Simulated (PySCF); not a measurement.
**Cs: the SCF solver's settings**

The same problem is solved with other solver options, one edit a run.

The runs use PySCF 2.14.0; each script names its method and basis.

4 further runs of the same task are left out: 2 for a known fault of the program, 2 that didn't finish.

**1. The atom**

Cs: 1 atom, charge 0, spin multiplicity 2.

**2. The run that the others are compared with**

input.py

```python
from pyscf import gto, scf, mp

mol = gto.M(
    atom='Cs 0 0 0',
    basis='jorge-dzp',
    charge=0,
    spin=1,
    verbose=3,
)
mf = scf.UHF(mol)
mf.kernel()
mp.MP2(mf, frozen=18).kernel()
mf.dip_moment()
print('orbital energies (hartree):', [e[max(0, n-3):n+3].round(4) for e, n in zip(mf.mo_energy, mol.nelec)])
```

Run with:

```
python input.py
```

The log of this run is left out.

In short: E(SCF) = -7550.947445 Eh, E(MP2) − E(SCF) = -0.04804 Eh, ⟨S²⟩ = 0.750.

No relativity is included for the heavy element.

**3. Damping 0.8**

Edit 1 changes damping: none → 0.8.

input.py

```python
from pyscf import gto, scf, mp

mol = gto.M(
    atom='Cs 0 0 0',
    basis='jorge-dzp',
    charge=0,
    spin=1,
    verbose=3,
)
mf = scf.UHF(mol)
mf.damp = 0.8
mf.diis_start_cycle = 8
mf.kernel()
mp.MP2(mf, frozen=18).kernel()
mf.dip_moment()
print('orbital energies (hartree):', [e[max(0, n-3):n+3].round(4) for e, n in zip(mf.mo_energy, mol.nelec)])
```

Run with:

```
python input.py
```

**4. Damping 0.2**

Edit 2 changes damping: none → 0.2.

input.py: that of step 2 with these lines changed.

```diff
@@ -10,2 +10,4 @@
 mf = scf.UHF(mol)
+mf.damp = 0.2
+mf.diis_start_cycle = 8
 mf.kernel()
```

**5. DIIS space off**

Edit 3 changes DIIS space: default → off.

input.py: that of step 2 with these lines changed.

```diff
@@ -10,2 +10,3 @@
 mf = scf.UHF(mol)
+mf.diis = False
 mf.kernel()
```

**6. Point-group symmetry on**

Edit 4 changes point-group symmetry: off → on.

input.py: that of step 2 with these lines changed.

```diff
@@ -7,2 +7,3 @@
     spin=1,
+    symmetry=True,
     verbose=3,
```

**Question.** What will these runs give? Wanted: for each run, E(SCF); from base; gap, α spin; after the SCF.

**Answer**, as computed:

```csv
run,E(SCF) (hartree),from base (eV),"gap, α spin (eV)",after the SCF
base,-7550.947445,0,3.65,"MP2 correlation -1.307 eV, core frozen"
damping 0.8,-7550.947445,0.0000,3.65,"MP2 correlation -1.307 eV, core frozen"
damping 0.2,-7550.947445,0.0000,3.65,"MP2 correlation -1.307 eV, core frozen"
DIIS space off,-7550.947445,0.0000,3.65,"MP2 correlation -1.307 eV, core frozen"
point-group symmetry on,-7550.947445,0.0000,3.65,"MP2 correlation -1.307 eV, core frozen"
```

What this shows: No change of the SCF energy comes from damping 0.8 or damping 0.2 or DIIS space off or point-group symmetry on.
